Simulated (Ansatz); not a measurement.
# GeH₃ (doublet): wave-function methods side by side, cc-pVDZ

Aim: climb from Hartree-Fock through coupled cluster and multireference methods for GeH₃ (doublet) at one geometry and basis, and see what each rung misses.

Program: Ansatz 0.2.0, Gaussian basis. Level of theory: cc-pVDZ, core rule «outside noble gas», up to 14 orbitals frozen. These are calculated values, not measurements.

The runs, in order: UHF; CCSD(T) on ROHF; CCSD(T) on UHF; BCCD(T) on ROHF; CISD; CCSDT(Q) on ROHF; CCSDT(Q) on UHF; CASSCF and MRCISD+Q, 7 electrons in 7 orbitals; CASSCF and MRCISD+Q(relaxed), 7 electrons in 7 orbitals; CASSCF and NEVPT2, 7 electrons in 7 orbitals.

23 further runs of the same task are left out: 2 for a known fault of the program, 10 that didn't finish, 11 set aside as unsound or not needed.

### Step 1. The system

The geometry is a PBE0/def2-TZVP stationary point (not a proven minimum). No spin-orbit coupling is included. The filled d shell of Ge may be among the frozen orbitals whatever the setting's name suggests; the logs give the count.

4 atoms, charge 0, spin multiplicity 2.

Atoms are counted from 1 here; the program's logs count them from 0.

Bond lengths: Ge1–H2 1.539 Å, Ge1–H3 1.539 Å, Ge1–H4 1.539 Å. Angles: H2–Ge1–H3 111.2°, H2–Ge1–H4 111.2°, H3–Ge1–H4 111.2°.

### Step 2. UHF

Input file in.yaml:

```yaml
crystal:
  periodic: [false, false, false]
  atoms:
    - {symbol: Ge, position_ang: [0.000034, -0.000003, -0.018730]}
    - {symbol: H, position_ang: [1.465006, 0.016889, 0.452573]}
    - {symbol: H, position_ang: [-0.748285, 1.261093, 0.448403]}
    - {symbol: H, position_ang: [-0.719150, -1.277779, 0.448837]}
basis:
  gaussian: {orbitals: cc-pVDZ}
magnetization: {spin_polarized: true, initial_magnetization: 1}
hamiltonian: {xc: hf}
output: {orbitals: {seedname: orbitals}}
```

Started as:

```console
$ ansatz run in.yaml --threads 1 --pin off --events-out ev --progress --plain --max-ram 2393MiB
```

After this run come: CCSD(T) on ROHF; CCSD(T) on UHF; BCCD(T) on ROHF; CISD; CCSDT(Q) on ROHF; CCSDT(Q) on UHF; CASSCF and MRCISD+Q, 7 electrons in 7 orbitals; CASSCF and MRCISD+Q(relaxed), 7 electrons in 7 orbitals; CASSCF and NEVPT2, 7 electrons in 7 orbitals.

Q: Predict the results of all the runs planned. Wanted: UCCSDT(Q) below the RHF energy; RMP2 from UCCSDT(Q); UMP2 from UCCSDT(Q); RCCSD from UCCSDT(Q); RCCSD(T) from UCCSDT(Q); UCCSD(T) from UCCSDT(Q); RCCSDT(Q) from UCCSDT(Q); NEVPT2 valence from UCCSDT(Q); MRCISD+Q valence from UCCSDT(Q).

The runs gave:

| quantity | value |
| --- | --- |
| UCCSDT(Q) below the RHF energy | -3.2813 eV |
| RMP2 from UCCSDT(Q) | +74.8 kJ/mol |
| UMP2 from UCCSDT(Q) | +74.0 kJ/mol |
| RCCSD from UCCSDT(Q) | +7.5 kJ/mol |
| RCCSD(T) from UCCSDT(Q) | +2.0 kJ/mol |
| UCCSD(T) from UCCSDT(Q) | +1.6 kJ/mol |
| RCCSDT(Q) from UCCSDT(Q) | +0.4 kJ/mol |
| NEVPT2 valence from UCCSDT(Q) | +59.8 kJ/mol |
| MRCISD+Q valence from UCCSDT(Q) | +0.4 kJ/mol |
| MRCISD+Q(relaxed) valence from UCCSDT(Q) | -1.6 kJ/mol |
| levels within 1 kcal/mol (43 meV) | RCCSD(T), UCCSD(T), BCCD(T), RCCSDT, UCCSDT, RCCSDT(Q), MRCISD+Q valence, MRCISD+Q(relaxed) valence |
| T1 diagnostic | 0.015 |
| effectively unpaired electrons | 1.01 |

RCCSD(T) misses by +2.0 kJ/mol, 0.6 % of the correlation energy. One determinant dominates. Of the multireference levels listed MRCISD+Q valence comes nearest in total energy (+0.4 kJ/mol), which doesn't show that its space is the better one. These misses are within one basis, not against nature; the frozen cores of restricted and unrestricted runs differ, which can shift their rows.
